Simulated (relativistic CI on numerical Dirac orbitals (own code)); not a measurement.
# Eu XXXV (Eu³⁴⁺): levels and lines

The task is the spectrum of Eu³⁴⁺: levels, purity of their labels, lifetimes and lines; further runs change one setting each.

The numbers are computed with relativistic CI on numerical Dirac orbitals (own code) version 4 (Dirac-Coulomb-Breit CI, KLI orbitals optimised for each configuration, model QED (radiative potential, 1s self-energy scaled to tabulated hydrogen-like ionisation energies)), except any that are marked as measured or tabulated.

### 1 The atom as given

| Quantity | Value |
| --- | --- |
| ion | Eu³⁴⁺ (Eu XXXV) |
| nuclear charge | 63 |
| electrons | 29 |
| isotope | A = 153 |
| first configuration typed | [Ar] 3d10 4s |

The outer shells:

first configuration typed
```
[Ar] core
3d [↑↓][↑↓][↑↓][↑↓][↑↓]
4s [↑ ]
```

### 2 The main run

Input settings:

```ini
atom Eu  Z=63  charge=34  electrons=29
nucleus A=153  rms_radius_fm=5.1115
hamiltonian dirac-coulomb  breit=on  qed=on  c_scale=1
orbitals kli  potential=per-configuration
slater_scale 1
correlation none
mixing on
configurations
  [Ar] 3d10 4s
  [Ar] 3d10 4p
  [Ar] 3d10 4d
  [Ar] 3d10 4f
  [Ar] 3d10 5s
  [Ar] 3d10 5p
  [Ar] 3d10 5d
  [Ar] 3d10 5f
  [Ar] 3d10 5g
  [Ar] 3d10 6s
  [Ar] 3d10 6p
  [Ar] 3d10 6d
  [Ar] 3d9 4s2
  [Ar] 3d10 6f
  [Ar] 3d10 7s
  [Ar] 3d9 4s 4p
  [Ar] 3d10 8s
  [Ar] 3d9 4s 4d
  [Ar] 3d9 4s 4f
  [Ar] 3d9 4s 5s
  [Ar] 3d9 4s 5p
  [Ar] 3d9 4s 5d
  [Ar] 3d9 4s 5f
end
```

Run with:

```sh
python run_levels.py task.json out
```

The settings of every run stand in task.json; they run in order.

### 3 Correlation estimate p86

The settings differ from step 2 so:

```diff
@@ -5,3 +5,3 @@
 slater_scale 1
-correlation none
+correlation p86
 mixing on
```

### 4 One common potential

The settings differ from step 3 so:

```diff
@@ -3,5 +3,5 @@
 hamiltonian dirac-coulomb  breit=on  qed=on  c_scale=1
-orbitals kli  potential=per-configuration
+orbitals kli  potential=mean
 slater_scale 1
-correlation p86
+correlation none
 mixing on
```

### 5 The first 3 configurations alone

Input settings:

```ini
atom Eu  Z=63  charge=34  electrons=29
nucleus A=153  rms_radius_fm=5.1115
hamiltonian dirac-coulomb  breit=on  qed=on  c_scale=1
orbitals kli  potential=per-configuration
slater_scale 1
correlation none
mixing on
configurations
  [Ar] 3d10 4s
  [Ar] 3d10 4p
  [Ar] 3d10 4d
end
```

(Steps that only read results are left out.)

**Question.** What will these runs give? Wanted: lowest level; first excitation; lowest level of the other parity; fastest E1 line; ionisation energy.

As calculated:

| run | time | mean size of shift, levels followed (cm⁻¹) | lowest level | ionisation energy (eV) |
| --- | --- | --- | --- | --- |
| main run | 1.1 s | 0 | 4s 2S1/2 | 1454.1 |
| correlation estimate p86 | 1.1 s | 1848 | 4s 2S1/2 | 1454.4 |
| one common potential | 0.61 s | 222 | 4s 2S1/2 | - |
| the first 3 configurations alone | 0.082 s | 959 | 4s 2S1/2 | - |

The semi-empirical ionisation energy (NIST) is 1456.06 eV.

```
                                                                        quantity                                  value
                                                                    lowest level                               4s 2S1/2
                                                                first excitation                 4p 2P°1/2, 580156 cm⁻¹
                                                lowest level of the other parity                 4p 2P°1/2, 580156 cm⁻¹
                                                             levels in the model                                    227
fastest E1 line (by rate) to the lowest level among the lowest 123 of 227 levels  0.8984 nm, from 3d9 4s 4f 2P°3/2 (ii)
                                                               ionisation energy                              1454.1 eV
                                        ionisation energy, semi-empirical (NIST)                             1456.06 eV
```

What this shows: The lowest level is 4s 2S1/2, 100 % pure in LS and 100 % in jj coupling; over the low levels the means are 100 and 100 %, so both schemes do about equally well. Against the semi-empirical ionisation energy the result lies 0.13 % low. Of the changes tried, the run «correlation estimate p86» moves the low levels most, by 1848 cm⁻¹ on average. Lifetimes count radiative decay inside the model alone.
